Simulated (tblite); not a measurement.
# C5H15GaSSi: the cost of one run

Programs: tblite 0.8.0 and PySCF 2.14.0, with density-fitted response routines of our own. Each step states its level of theory. These are calculated values for one molecule in the gas phase, unless marked as measured. Atoms are numbered from 0 throughout.

**1. Starting geometry**

23 atoms, charge 0, multiplicity 1; geometry from: force field or distance geometry start.

Bonds of the start (Å): C0–C1 1.51, C1–C2 1.49, C1–C3 1.50, C1–Ga4 2.02, Ga4–C5 1.98, C5–S6 1.83, S6–Si7 2.16, C0–H8 1.12, C0–H9 1.12, C0–H10 1.11, C2–H11 1.11, C2–H12 1.13, C2–H13 1.11, C3–H14 1.10, C3–H15 1.12, C3–H16 1.11, Ga4–H17 1.68, C5–H18 1.13, C5–H19 1.11, Si7–H20 1.48, Si7–H21 1.48, Si7–H22 1.48.

**2. Optimising the geometry with GFN2-xTB**

What the job is given:

```
{"job": {"kind": "relax", "xc": "GFN2-xTB", "basis": "xTB"}, "charge": 0, "multiplicity": 1}
C     -2.453300    -1.330800     0.629500
C     -1.758500    -0.068800     0.186400
C     -2.584500     1.122500     0.536800
C     -1.392500    -0.168300    -1.267500
Ga    -0.061100     0.555300     1.085400
C      1.647300     0.159600     0.172100
S      2.899200    -0.929300     0.935500
Si     4.763100    -0.409300    -0.024500
H     -3.518000    -1.352400     0.273600
H     -2.503400    -1.445400     1.738000
H     -1.981400    -2.204600     0.130900
H     -2.008300     2.069500     0.449300
H     -2.887700     1.065500     1.623300
H     -3.514000     1.197300    -0.061300
H     -0.979700     0.770300    -1.671200
H     -0.610400    -0.969200    -1.324500
H     -2.233600    -0.541000    -1.885300
H     -0.078400     2.178800     1.510300
H      2.119900     1.180500     0.185500
H      1.628000    -0.128100    -0.899500
H      4.733400     1.063600    -0.175600
H      4.841300    -0.991100    -1.385800
H      5.928000    -0.797900     0.794300
```

Launch:

```bash
> OMP_NUM_THREADS=1 python probes_run.py task.json out
```

One launch serves the whole session: the jobs run in the order shown.

Q: Estimate the wall time and peak memory of this first job on 1 thread of Arm Neoverse N1, shared host.

About 5.7 s, with a peak of 0.19 GiB.
